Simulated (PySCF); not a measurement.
# CH5B2Cl: the cost of one run

The runs use PySCF 2.14.0, with density-fitted response routines of our own; the level of theory stands in each step. All values are computed, except where a source is named. Atoms are numbered from 0 throughout.

## (1) The molecule as given

9 atoms, charge 0, multiplicity 1; geometry from: PBE0-D3(BJ)/def2-SVP.

Bonds of the start (Å): B0–C1 1.56, C1–B2 1.55, B2–Cl3 1.75, B0–H4 1.21, B0–H5 1.21, C1–H6 1.10, C1–H7 1.11, B2–H8 1.21.

## (2) NMR shieldings: PBE0/pcSseg-2

What the job is given:

```
{"job": {"kind": "nmr", "xc": "PBE0", "basis": "pcSseg-2", "pop": false}, "charge": 0, "multiplicity": 1}
B     -0.882527     0.518369     0.063577
C      0.304926    -0.466144    -0.155730
B      1.529287     0.107655     0.610021
Cl     2.913605     0.758743    -0.247518
H     -1.393081     1.102372    -0.863923
H     -1.298867     0.725168     1.180815
H      0.509203    -0.710209    -1.205767
H      0.028838    -1.363273     0.435799
H      1.573906     0.158833     1.813777
```

With the program's defaults for keys left out, this is: GIAO PBE0/pcSseg-2 NMR shielding, non-relativistic, gas phase.

Launch:

```
$ OMP_NUM_THREADS=1 python probes_run.py task.json out
```

The driver reads the jobs from task.json and runs them one after another.

**Question.** How long does this first job take on 1 thread of Arm Neoverse V1, shared host, and how much memory does it need?

About 16 s, with a peak of 0.95 GiB.
